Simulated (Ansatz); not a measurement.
**Co: a slab and its surfaces, (0001), 1 layers**

What do the surfaces of Co (0001), 1 layers cost, and how tightly do they hold an electron? Methods of the runs shown: LAPW, norm-conserving and crystal datasets. Companion runs by PAW are cited. Its runs: bulk in the slab's orientation (LAPW); the reference run (LAPW, norm-conserving and crystal datasets); vacuum of 13 Å (LAPW).

Computed with Ansatz 0.2.0 (DFT PBE, with the methods named in each step, unless a step's input says otherwise).

## (1) The structure to begin with

The structure is hexagonal, space group P6_3/mmc (No. 194). The conventional cell has a = 2.493 Å, b = 2.493 Å, c = 4.037 Å, α = 90.00°, β = 90.00°, γ = 120.00°. Co (site symmetry -6m2) has 12 Co at 2.48 to 2.49 Å as nearest neighbours.

As a file:

```
Co
1.0
     1.24652   -2.15904    0.00000
     1.24652    2.15904    0.00000
     0.00000    0.00000    4.03693
Co
2
Cartesian
  1.2465 -0.7197 1.0092
  1.2465 0.7197 3.0277
```

Atoms are numbered in the order of the input: Co1, Co2.

## (2) Bulk in the slab's orientation, LAPW

Contents of input.yaml:

```yaml
crystal:
  lattice:
    - [1.2465199218, -2.1590358373, 0.0]
    - [1.2465199218, 2.1590358373, 0.0]
    - [0.0, 0.0, 4.0369295817]
  atoms:
    - { symbol: Co, position: [0.666666667, 0.333333333, 0.25], spin: 1.7 }
    - { symbol: Co, position: [0.333333333, 0.666666667, 0.75], spin: 1.7 }
magnetization:
  spin_polarized: true
kpoints:
  mp_grid: { grid: [15, 15, 8] }
scf:
  occupations: { method: fermi_dirac, width: 0.1 }
hamiltonian:
  xc: pbe
  pseudopotentials: { kind: all_electron, lapw: { basis_error: 0.001 } }
output:
  forces: true
  stress: true
  eigenvalues: true
```

Launch:

```console
$ ansatz run input.yaml --threads 2 --pin off --max-ram 6144MiB --backend cpu --events-out ev --progress --plain --runs-dir out
```

## (4) Slab as cut, LAPW

Contents of input.yaml:

```yaml
crystal:
  lattice:
    - [2.4930398437, 0.0, 0.0]
    - [-1.2465199218, 2.1590358373, 0.0]
    - [0.0, 0.0, 16.0]
  atoms:
    - { symbol: Co, position: [0.0, 0.0, 0.5], spin: 1.7 }
magnetization:
  spin_polarized: true
kpoints:
  mp_grid: { grid: [15, 15, 1] }
scf:
  occupations: { method: fermi_dirac, width: 0.1 }
hamiltonian:
  xc: pbe
  pseudopotentials: { kind: all_electron, lapw: { basis_error: 0.001 } }
output:
  forces: true
  stress: true
  eigenvalues: true
  populations: true
  dos: { projected: true, de: 0.2, e_range: [-14, 8] }
efield:
  axis: 3
  amplitude: 0
  dipole_correction: true
```

## (5) Slab as cut, norm-conserving

Edit input.yaml of step 4 so:

```diff
@@ -15,3 +15,3 @@
   xc: pbe
-  pseudopotentials: { kind: all_electron, lapw: { basis_error: 0.001 } }
+  pseudopotentials: { kind: nc }
 output:
@@ -20,4 +20,2 @@
   eigenvalues: true
-  populations: true
-  dos: { projected: true, de: 0.2, e_range: [-14, 8] }
 efield:
```

## (6) Slab as cut, crystal datasets

Edit input.yaml of step 5 so:

```diff
@@ -15,3 +15,3 @@
   xc: pbe
-  pseudopotentials: { kind: nc }
+  pseudopotentials: { kind: all_electron, datasets: crystal }
 output:
```

## (7) Vacuum of 13 Å, LAPW

Edit input.yaml of step 6 so:

```diff
@@ -4,3 +4,3 @@
     - [-1.2465199218, 2.1590358373, 0.0]
-    - [0.0, 0.0, 16.0]
+    - [0.0, 0.0, 13.0]
   atoms:
@@ -15,3 +15,3 @@
   xc: pbe
-  pseudopotentials: { kind: all_electron, datasets: crystal }
+  pseudopotentials: { kind: all_electron, lapw: { basis_error: 0.001 } }
 output:
```

(Steps that only read results are left out.)

Before running it: what results should come out? Wanted: surface energy; work function (for each run or level that gives them).

As calculated:

| quantity | value |
| --- | --- |
| surface energy (LAPW, cut) | 2.28 J/m² |
| work function (LAPW, cut) | 4.99 eV |
| work function (norm-conserving, cut) | 4.97 eV |
| work function (crystal datasets, cut) | 4.99 eV |
| surface energy (PAW, cut) | 2.27 J/m² |
| work function (PAW, cut) | 4.99 eV |

Vacuum of 13 Å moves the work function by less than 0.01 eV (LAPW). Vacuum of 13 Å moves the work function by less than 0.01 eV (PAW). Thickness wasn't converged, and no reconstruction was sought. Other magnetic orders may lie lower; this is the state that the run reached.
